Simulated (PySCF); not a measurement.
# Mo(OH)₃: relaxation and vibrations of the doublet

Aim: relax Mo(OH)₃ as a doublet from a trigonal pyramidal start, check by its vibrations whether the end is a minimum, and collect its spectrum and constants.

Method: PBE0, basis Mo def2-TZVP with ECP28, O def2-TZVP, H def2-TZVP, scalar-relativistic core potentials, no spin–orbit coupling, density fitting; program: PySCF 2.14.0.

### Step 1. Where the work starts

7 atoms, charge 0, spin multiplicity 2.

Bond lengths: Mo1–O2 2.010 Å, Mo1–O3 2.010 Å, Mo1–O4 2.010 Å, O2–H5 0.960 Å, O3–H6 0.960 Å, O4–H7 0.960 Å. Angles: O2–Mo1–O3 99.8°, O2–Mo1–O4 99.8°, O3–Mo1–O4 99.8°, Mo1–O2–H5 130.0°, Mo1–O3–H6 130.0°, Mo1–O4–H7 130.0°.

```xyz
7
charge 0 multiplicity 2
Mo    0.0000    0.0000    0.0000
O     1.7747    0.0000    0.9436
O    -0.8874    1.5370    0.9436
O    -0.8874   -1.5370    0.9436
H     2.3196   -0.7354    1.2333
H    -0.5229    2.3765    1.2333
H    -1.7967   -1.6411    1.2333
```

### Step 2. Finding the electronic state

One driver script runs all steps and calls PySCF; scf.py shows how it sets up the SCF of each step. The optimiser is the driver's own. After this first run the driver tries any further starts and a stability analysis.

Input file scf.py:

```python
from pyscf import gto, scf, dft
mol = gto.M(atom='''
Mo     0.000000     0.000000     0.000000
O      1.774700     0.000000     0.943600
O     -0.887400     1.537000     0.943600
O     -0.887400    -1.537000     0.943600
H      2.319600    -0.735400     1.233300
H     -0.522900     2.376500     1.233300
H     -1.796700    -1.641100     1.233300''',
    basis={'Mo': 'def2-TZVP', 'O': 'def2-TZVP', 'H': 'def2-TZVP'},
    ecp={'Mo': 'def2-TZVP'},
    charge=0, spin=1)
mf = dft.UKS(mol, xc='PBE0')
mf.grids.atom_grid = (50, 194)
aux = {'Mo': 'def2-universal-JKFIT', 'O': 'def2-universal-JKFIT', 'H': 'def2-universal-JKFIT'}
mf = mf.density_fit(auxbasis=aux)
mf.conv_tol = 1e-08
mf.diis_space = 10
mf.max_cycle = 60
mf.init_guess = 'minao'
mf.verbose = 4
mf.kernel()
```

Run with:

```
$ OMP_NUM_THREADS=4 python axn.py task.json out
```

After this run come: Relaxation: trigonal pyramidal start, doublet; Hessian and properties.

**Question.** What will these runs give? Wanted: minimum; geometry; wavenumbers; dipole moment; highest occupied, lowest empty level; polar-tensor charge of Mo1; zero-point energy; atomisation energy; ⟨S²⟩.

As calculated:

| quantity | value |
| --- | --- |
| minimum | broken-symmetry (Ms = 1/2), C3v |
| geometry | Mo–O 1.889 Å (×3), O–H 0.962 Å (×3); H–O–Mo 123.1° (×3), O–Mo–O 120.0° (×3) |
| wavenumbers (cm⁻¹) | 155 (a1), 180 (e), 348 (a2), 423 (e), 654 (e), 673 (a1), 689 (a1), 701 (e), 3841 (e), 3846 (a1) |
| dipole moment | 3.44 D |
| highest occupied, lowest empty level (either spin) | -5.87, -2.66 eV |
| polar-tensor charge of Mo1 | +1.64 e |
| zero-point energy | 103.5 kJ/mol |
| entropy at 298.15 K | 327.2 J/(mol K) |
| atomisation energy (no zero-point energy) | 2419 kJ/mol |
| ⟨S²⟩ | 1.755 |

In words: From C3 at the start the molecule goes to a C3v minimum. The determinant is spin-contaminated (⟨S²⟩ = 1.75 against 0.75), so it is no pure spin state. In the infrared the band at 654 cm⁻¹ (e) leads. The first SCF alone would have been 5 kJ/mol too high. Only this shape and spin were tried, so other structures or states may lie lower. Open d and f shells are described by one determinant, and the ground state may have another occupation or spin.
